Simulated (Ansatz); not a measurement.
**GaPH4: small, medium and large basis sets**

Aim: see how fast density functionals converge with the basis set for GaPH4.

Computed with Ansatz 0.2.0, Gaussian basis. Level: one geometry, several basis sets.

Plan: PBE0-D4/def2-SVP; ωB97M-V/def2-SVP; PBE0-D4/def2-QZVPP; ωB97M-V/def2-QZVPP; the functionals' def2-TZVPP values are taken from earlier runs.

### 1 Structure used throughout

The geometry comes from an earlier relaxation with PBE0-D4 in a triple-zeta def2 set; it is a stationary point.

SMILES `[PH2][GaH2]`, 6 atoms, charge 0, spin multiplicity 1.

Atoms are counted from 1 here; the program's logs count them from 0.

Bond lengths: P1–Ga2 2.309 Å, P1–H3 1.419 Å, P1–H4 1.419 Å, Ga2–H5 1.569 Å, Ga2–H6 1.569 Å. Angles: Ga2–P1–H3 95.4°, Ga2–P1–H4 95.4°, H3–P1–H4 95.4°, P1–Ga2–H5 119.2°, P1–Ga2–H6 119.1°, H5–Ga2–H6 121.5°.

### 2 PBE0-D4 in def2-SVP

in.yaml reads:

```yaml
crystal:
  periodic: [false, false, false]
  atoms:
    - {symbol: P, position_ang: [-0.676671, -1.221053, -0.010807]}
    - {symbol: Ga, position_ang: [-0.006759, 0.988110, -0.033346]}
    - {symbol: H, position_ang: [0.107576, -1.586095, 1.113617]}
    - {symbol: H, position_ang: [0.266274, -1.655768, -0.977506]}
    - {symbol: H, position_ang: [0.258557, 1.692057, -1.409690]}
    - {symbol: H, position_ang: [0.051023, 1.782759, 1.317731]}
basis:
  gaussian: {orbitals: def2-SVP}
hamiltonian: {xc: pbe0, dispersion: d4}
output: {orbitals: {seedname: orbitals}}
```

Launch:

```sh
$ ansatz run in.yaml --threads 2 --pin off --events-out ev --progress --plain --max-ram 4352MiB
```

Further steps of the session: ωB97M-V in def2-SVP; PBE0-D4 in def2-QZVPP; ωB97M-V in def2-QZVPP.

Q: Predict the results of all the runs planned. Wanted: PBE0-D4: double and triple zeta above quadruple; ωB97M-V: double and triple zeta above quadruple.

The runs gave:

| quantity | value |
| --- | --- |
| PBE0-D4: double and triple zeta above quadruple | 11.48, 1.49 eV |
| ωB97M-V: double and triple zeta above quadruple | 11.45, 1.44 eV |

In words: For PBE0-D4 the step from double to triple zeta gains 10.00 eV and the next only 1.49 eV. These are total energies; as a rule much of such shifts cancels in differences, which this series doesn't test.
